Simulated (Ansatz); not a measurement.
**CH6Cl2O2Si2: geometry optimisation**

The task is to find a stationary geometry of CH6Cl2O2Si2.

Program: Ansatz 0.2.0, Gaussian basis. Level of theory: RKS PBE0-D4/def2-TZVP. These are calculated values, not measurements.

Plan: relaxation at PBE0-D4/def2-TZVP.

1 further run of the same task is left out (set aside as unsound or not needed).

### 1 Where the work starts

SMILES `O[SiH](O)C[SiH](Cl)Cl`, 13 atoms, charge 0, spin multiplicity 1.

Atoms are counted from 1 here; the program's logs count them from 0.

Bond lengths: O1–Si2 1.619 Å, O1–H8 0.953 Å, Si2–O3 1.626 Å, Si2–C4 1.904 Å, Si2–H9 1.461 Å, O3–H10 0.953 Å, C4–Si5 1.887 Å, C4–H11 1.091 Å, C4–H12 1.088 Å, Si5–Cl6 2.033 Å, Si5–Cl7 2.029 Å, Si5–H13 1.455 Å. Angles: Si2–O1–H8 119.6°, O1–Si2–O3 106.2°, O1–Si2–C4 105.3°, O1–Si2–H9 111.2°, O3–Si2–C4 113.4°, O3–Si2–H9 109.7°, C4–Si2–H9 110.9°, Si2–O3–H10 121.7°, Si2–C4–Si5 114.2°, Si2–C4–H11 108.8°, Si2–C4–H12 108.2°, Si5–C4–H11 109.6°, Si5–C4–H12 109.6°, H11–C4–H12 106.1°, C4–Si5–Cl6 108.1°, C4–Si5–Cl7 110.4°, C4–Si5–H13 115.8°, Cl6–Si5–Cl7 107.5° and more.

Coordinates:

```
O    -0.4630    1.7598   -1.4459
Si   -1.0574    0.4070   -0.7853
O    -1.7199    0.8467    0.6325
C     0.4381   -0.7561   -0.5934
Si    1.4001   -0.5194    1.0130
Cl    0.1940   -1.0601    2.5581
Cl    3.0232   -1.7368    1.0501
H    -0.8980    2.5929   -1.2849
H    -2.0781   -0.1939   -1.6413
H    -1.8925    0.2128    1.3230
H     0.0925   -1.7881   -0.6647
H     1.1001   -0.5997   -1.4421
H     1.8609    0.8348    1.2806
```

The start is a GFN2-xTB geometry.

### 2 Geometry optimisation, PBE0-D4/def2-TZVP

in.yaml

```yaml
crystal:
  periodic: [false, false, false]
  atoms:
    - {symbol: O, position_ang: [-0.463040, 1.759790, -1.445900]}
    - {symbol: Si, position_ang: [-1.057380, 0.407010, -0.785280]}
    - {symbol: O, position_ang: [-1.719850, 0.846660, 0.632530]}
    - {symbol: C, position_ang: [0.438100, -0.756100, -0.593420]}
    - {symbol: Si, position_ang: [1.400090, -0.519390, 1.013040]}
    - {symbol: Cl, position_ang: [0.193990, -1.060060, 2.558130]}
    - {symbol: Cl, position_ang: [3.023190, -1.736790, 1.050140]}
    - {symbol: H, position_ang: [-0.897960, 2.592890, -1.284850]}
    - {symbol: H, position_ang: [-2.078120, -0.193880, -1.641250]}
    - {symbol: H, position_ang: [-1.892460, 0.212810, 1.323000]}
    - {symbol: H, position_ang: [0.092450, -1.788080, -0.664660]}
    - {symbol: H, position_ang: [1.100070, -0.599690, -1.442120]}
    - {symbol: H, position_ang: [1.860920, 0.834820, 1.280630]}
basis:
  gaussian: {orbitals: def2-TZVP}
hamiltonian: {xc: pbe0, dispersion: d4}
relax: {f_tol: 0.005, max_steps: 150}
```

On the command line:

```sh
$ ansatz run in.yaml --threads 2 --pin off --events-out ev --progress --plain --max-ram 32768MiB --backend cuda --devices 0, --max-vram 18GiB
```

**Question.** What will the summary of the whole plan be? Wanted: point group; shift from the start; total energy; dispersion term; dipole moment.

**Answer**, as computed:

```
                  quantity           value
               point group              C1
                     steps              28
shift from the start (rms)         0.528 Å
              total energy  -46019.2944 eV
           dispersion term        -379 meV
             dipole moment          1.59 D
```

In words: The atoms moved 0.53 Å (rms) from the start; the bond that changed most is C4–Si5, from 1.887 to 1.844 Å. No vibrations were run, so it is not proven to be a minimum. The largest Mulliken charge, +0.55 e, sits on Si2.
